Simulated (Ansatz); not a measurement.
# BClOSi: single points off equilibrium

An exercise on one series of results from a longer session: the logs are not shown, and one member is left open.

Program: Ansatz 0.2.0, Gaussian basis. Level of theory: single points in def2-TZVPP. These are calculated values, not measurements.

Cores are frozen in the correlated methods. B3LYP uses VWN-RPA correlation.

## Starting geometry

SMILES `O=[Si]=BCl`, 4 atoms, charge 0, spin multiplicity 1.

Atoms are counted from 1 here; the program's logs count them from 0.

Bond lengths: O1–Si2 1.430 Å, Si2–B3 1.831 Å, B3–Cl4 1.697 Å. Angles: O1–Si2–B3 152.6°, Si2–B3–Cl4 141.3°.

Coordinates:

```xyz
4
BClOSi
O     1.4610   -0.7585    1.6386
Si    0.6584   -0.1233    0.6405
B    -0.6694   -0.1227   -0.6209
Cl   -1.4134    0.8915   -1.7602
```

The first run:

run/in.yaml

```yaml
crystal:
  periodic: [false, false, false]
  atoms:
    - {symbol: O, position_ang: [1.461000, -0.758500, 1.638600]}
    - {symbol: Si, position_ang: [0.658400, -0.123300, 0.640500]}
    - {symbol: B, position_ang: [-0.669400, -0.122700, -0.620900]}
    - {symbol: Cl, position_ang: [-1.413400, 0.891500, -1.760200]}
basis:
  gaussian: {orbitals: def2-TZVPP}
correlation: {method: ccsd_t}
output: {forces: true}
```

The command line of these runs was not kept.

Among the steps run: CCSD(T)/def2-TZVPP; PBE0-D4/def2-TZVPP; wB97M-V/def2-TZVPP; r2SCAN-D4/def2-TZVPP; PBE-D4/def2-TZVPP; B3LYP-D4/def2-TZVPP; r2SCANh-D4/def2-TZVPP.

One of the session's tables, all rows but one given; the rest of the session is left out.

```
    method  RMS force component (eV/Å)  angle to CCSD(T) forces (°)  dipole (D)
   CCSD(T)                       2.798                    reference        3.32
   PBE0-D4                       2.531                          3.0        3.39
   wB97M-V                       2.485                          2.3        3.44
 r2SCAN-D4                       2.720                          1.9        3.30
    PBE-D4                       3.005                          3.1        3.27
  B3LYP-D4                       2.613                          1.5        3.43
r2SCANh-D4                           ?                            ?           ?
```

Estimate the missing values for r2SCANh-D4.

As computed: RMS force component (eV/Å): 2.575; angle to CCSD(T) forces (°): 2.5; dipole (D): 3.35. In the column «RMS force component (eV/Å)» it lies between PBE0-D4 (2.531) and B3LYP-D4 (2.613).
